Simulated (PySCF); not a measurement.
# RbB at other levels of theory

What do other methods print for RbB?

Method: method and basis as typed in the scripts; program: PySCF 2.14.0.

5 further runs of the same task are left out: 2 for a known fault of the program, 3 that didn't finish.

## 1. The starting structure

RbB: 2 atoms, charge 0, spin multiplicity 1.

Bond lengths: Rb1–B2 2.875 Å.

## 2. Base script

The input, input.py:

```python
from pyscf import gto, scf, tdscf

mol = gto.M(
    atom='Rb 0 0 0; B 0 0 2.875',
    basis='def2-svpd',
    ecp={'Rb': 'def2-svpd'},
    charge=0,
    spin=0,
    symmetry=True,
    verbose=4,
)
mf = scf.RHF(mol)
mf.kernel()
td = tdscf.TDA(mf)
td.nstates = 4
td.kernel()
td.analyze(verbose=3)
mf.dip_moment()
print('orbital energies (hartree):', mf.mo_energy[..., max(0, mol.nelec[1]-3):mol.nelec[0]+3].round(4))
```

On the command line:

```console
> OMP_NUM_THREADS=1 python input.py
```

The log of this run is left out.

It gives: E(SCF) = -48.260262 Eh, 11 cycles, μ = 8.15 D, excitations 1.72, 2.26, 2.26, 2.45 eV.

The bond length is a typed value, not an optimised one.

## 3. ROHF

Run 1 changes SCF type: RHF → ROHF.

The input, input.py:

```python
from pyscf import gto, scf, tdscf

mol = gto.M(
    atom='Rb 0 0 0; B 0 0 2.875',
    basis='def2-svpd',
    ecp={'Rb': 'def2-svpd'},
    charge=0,
    spin=0,
    symmetry=True,
    verbose=4,
)
mf = scf.ROHF(mol)
mf.kernel()
td = tdscf.TDA(mf)
td.nstates = 4
td.kernel()
td.analyze(verbose=3)
mf.dip_moment()
print('orbital energies (hartree):', mf.mo_energy[..., max(0, mol.nelec[1]-3):mol.nelec[0]+3].round(4))
```

On the command line:

```console
> OMP_NUM_THREADS=1 python input.py
```

## 4. B3lyp (RKS)

Run 2 changes functional: none (Hartree–Fock) → b3lyp; SCF type: RHF → RKS; step after the SCF: tda → analyze.

Edit input.py of step 2 so:

```diff
@@ -1,2 +1,2 @@
-from pyscf import gto, scf, tdscf
+from pyscf import gto, dft
 
@@ -11,8 +11,5 @@
 )
-mf = scf.RHF(mol)
+mf = dft.RKS(mol, xc='b3lyp')
 mf.kernel()
-td = tdscf.TDA(mf)
-td.nstates = 4
-td.kernel()
-td.analyze(verbose=3)
+mf.mulliken_pop()
 mf.dip_moment()
```

## 5. Geometry optimisation

Run 3 changes step after the SCF: tda → optimize.

The input, input.py:

```python
from pyscf import gto, scf
from pyscf.geomopt.geometric_solver import optimize

mol = gto.M(
    atom='Rb 0 0 0; B 0 0 2.875',
    basis='def2-svpd',
    ecp={'Rb': 'def2-svpd'},
    charge=0,
    spin=0,
    symmetry=True,
    verbose=4,
)
mf = scf.RHF(mol)
mf.kernel()
mol_eq = optimize(mf, maxsteps=30)
print('optimised geometry (angstrom)')
print(mol_eq.tostring('raw'))
print('orbital energies (hartree):', mf.mo_energy[..., max(0, mol.nelec[1]-3):mol.nelec[0]+3].round(4))
```

## 6. Population analysis

Run 4 changes step after the SCF: tda → analyze.

Edit input.py of step 2 so:

```diff
@@ -1,2 +1,2 @@
-from pyscf import gto, scf, tdscf
+from pyscf import gto, scf
 
@@ -13,6 +13,3 @@
 mf.kernel()
-td = tdscf.TDA(mf)
-td.nstates = 4
-td.kernel()
-td.analyze(verbose=3)
+mf.mulliken_pop()
 mf.dip_moment()
```

**Question.** What will these runs give? Wanted: for each run, E(SCF); from base; gap; SCF dipole; after the SCF.

The runs gave:

| run | E(SCF) (hartree) | from base (eV) | cycles | gap (eV) | SCF dipole (D) | after the SCF |
| --- | --- | --- | --- | --- | --- | --- |
| base | -48.260262 | 0 | 11 | 4.24 | 8.15 | lowest root found 1.72 eV |
| ROHF | -48.260262 | 0.0000 | 11 | n/a | 8.15 | lowest root found 0.09 eV |
| b3lyp (RKS) | -48.737982 | not comparable | 9 | 1.30 | 4.84 | n/a |
| geometry optimisation | -48.260262 | 0.0000 | 11 | 4.24 | n/a | bond 3.403 Å, -0.348 eV |
| population analysis | -48.260262 | 0.0000 | 11 | 4.24 | 8.15 | n/a |

SCF columns refer to the geometry typed in the script.

What this shows: With ROHF the SCF ends at the base energy. A lower total energy from another functional means nothing by itself. The dearest run is “geometry optimisation”, at 4.1 s against 1.2 s.
